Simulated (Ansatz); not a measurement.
# SnSe2 (1T on the r2SCAN + rVV10 cell): the cost of one run

Method: DFT PBE, scalar-relativistic, plane waves, PAW, and further levels as typed in the inputs, in Ansatz 0.2.0.

## 1. The starting structure

The structure is trigonal, space group P-3m1 (No. 164). Conventional cell: a = 3.758 Å, b = 3.758 Å, c = 5.749 Å, α = 90.00°, β = 90.00°, γ = 120.00°. Sn (site symmetry -3m) has 6 Se at 2.68 Å as nearest neighbours. Se (site symmetry 3m) is surrounded by 3 Sn at 2.68 Å.

Coordinates:

```cif
data_structure
_symmetry_space_group_name_H-M 'P 1'
_symmetry_Int_Tables_number 1
_cell_length_a 3.7577
_cell_length_b 3.7577
_cell_length_c 5.7489
_cell_angle_alpha 90.000
_cell_angle_beta 90.000
_cell_angle_gamma 120.000
_cell_volume 70.30
loop_
_atom_site_label
_atom_site_type_symbol
_atom_site_fract_x
_atom_site_fract_y
_atom_site_fract_z
_atom_site_occupancy
Sn1 Sn 0.00000 0.00000 0.00000 1
Se1 Se 0.33333 0.66667 0.27340 1
Se2 Se 0.66667 0.33333 0.72660 1
```

## 2. Single point: SnSe2 (1T on the r2SCAN + rVV10 cell), no spin

input.yaml reads:

```yaml
crystal:
  lattice:
    - [3.757683, 0.0, 0.0]
    - [-1.878842, 3.254249, 0.0]
    - [0.0, 0.0, 5.748944]
  atoms:
    - { symbol: Sn, position: [0.0, 0.0, 0.0] }
    - { symbol: Se, position: [0.333333, 0.666667, 0.273402] }
    - { symbol: Se, position: [0.666667, 0.333333, 0.726598] }
scf:
  occupations: { method: gaussian, width: 0.01 }
output:
  forces: true
  stress: true
  eigenvalues: true
  write_density: true
  write_potential: true
  elf: true
  volumetric_format: npy
hamiltonian:
  xc: pbe
basis:
  ecutwfc: 500
kpoints:
  mp_grid: { grid: [12, 12, 8] }
  band_path:
    path:
      - [[0.0, 0.0, 0.0], [0.49999998, -6.0e-08, 0.0], [0.33333332, 0.33333329, 0.0], [0.0, 0.0, 0.0], [0.0, 0.0, 0.5], [0.49999998, -6.0e-08, 0.5], [0.33333332, 0.33333329, 0.5], [0.0, 0.0, 0.5]]
      - [[0.49999998, -6.0e-08, 0.5], [0.49999998, -6.0e-08, 0.0]]
      - [[0.33333332, 0.33333329, 0.5], [0.33333332, 0.33333329, 0.0]]
    npoints: 10
```

Started as:

```
$ ansatz run input.yaml --threads 4 --pin off --max-ram 10240MiB --backend cpu --events-out ev --progress --plain --runs-dir out
```

**Question.** How long does this run take on 4 threads of Intel Xeon 6975P-C (Granite Rapids), shared host, and how much memory does it need?

About 3.7 s, with a peak of 0.59 GiB.
